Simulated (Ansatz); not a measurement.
## FH7SSi3, SMILES F[SiH2]S[SiH2][SiH3]: vertical energies of changing the electron count, step by step

Program: Ansatz 0.2.0 through its Python package.

The script reads `fh7ssi3.xyz`:
```text
12

F    -2.52410   -0.19900    0.14630
Si   -1.81630    1.25120    0.16210
S    -0.48110    1.36130   -1.48770
Si    0.51390   -0.55740   -1.18410
Si    1.65150   -0.79910    0.75730
H    -2.79700    2.37270    0.05410
H    -1.02140    1.37700    1.43060
H    -0.57460   -1.59290   -1.29260
H     1.36260   -0.76550   -2.28740
H     0.75540   -0.62230    1.97470
H     2.70330    0.24520    0.88280
H     2.30490   -2.12630    0.87780
```

Run as a notebook:

```python
import ansatz
```

```python
BASIS_SET = "def2-TZVP"
FUNCTIONAL = "pbe0"
DISPERSION = "d3bj"
```

```python
def total_energy(molecule, charge=0, unpaired=0):
    calc = molecule.calculation().basis(gaussian=BASIS_SET).functional(FUNCTIONAL, dispersion=DISPERSION)
    if charge:
        calc = calc.charge(charge)
    if unpaired:
        calc = calc.spin("collinear", total=unpaired)
    report = calc.run(threads=1, pin="off").report
    if report["published_state_doubts"]:
        print("  doubts:", report["published_state_doubts"])
    return report["free_energy_ev"]
```

```python
mol = ansatz.Crystal.molecule_from_extxyz("fh7ssi3.xyz")
```

```python
# total-energy differences at one geometry
parent = total_energy(mol, 0, 0)
cation = total_energy(mol, 1, 1)
print(f"E(N)   = {parent:.5f} eV")
print(f"E(N-1) = {cation:.5f} eV  (1 unpaired)")
print(f"vertical ionisation energy {cation - parent:.3f} eV")
```

    E(N)   = -37288.19927 eV
    E(N-1) = -37278.78837 eV  (1 unpaired)
    vertical ionisation energy 9.411 eV

At this unrelaxed geometry removing an electron costs 9.41 eV.

What to keep in mind:
- Total energies depend on the basis set; only differences at equal settings carry meaning.
- The geometry is a force-field or estimated start, not a minimum of this method, and the basis set is short of its limit. All parts are taken at fixed geometry, without zero-point energy. At an unrelaxed start these energies can be a whole eV from those at the minimum, and a small affinity can change sign.
- The whole script took 44 s on 1 thread of Arm Neoverse V1 (shared host), peak memory 0.91 GiB.

(Lines on the test bed's own set-up are left out of the output.)
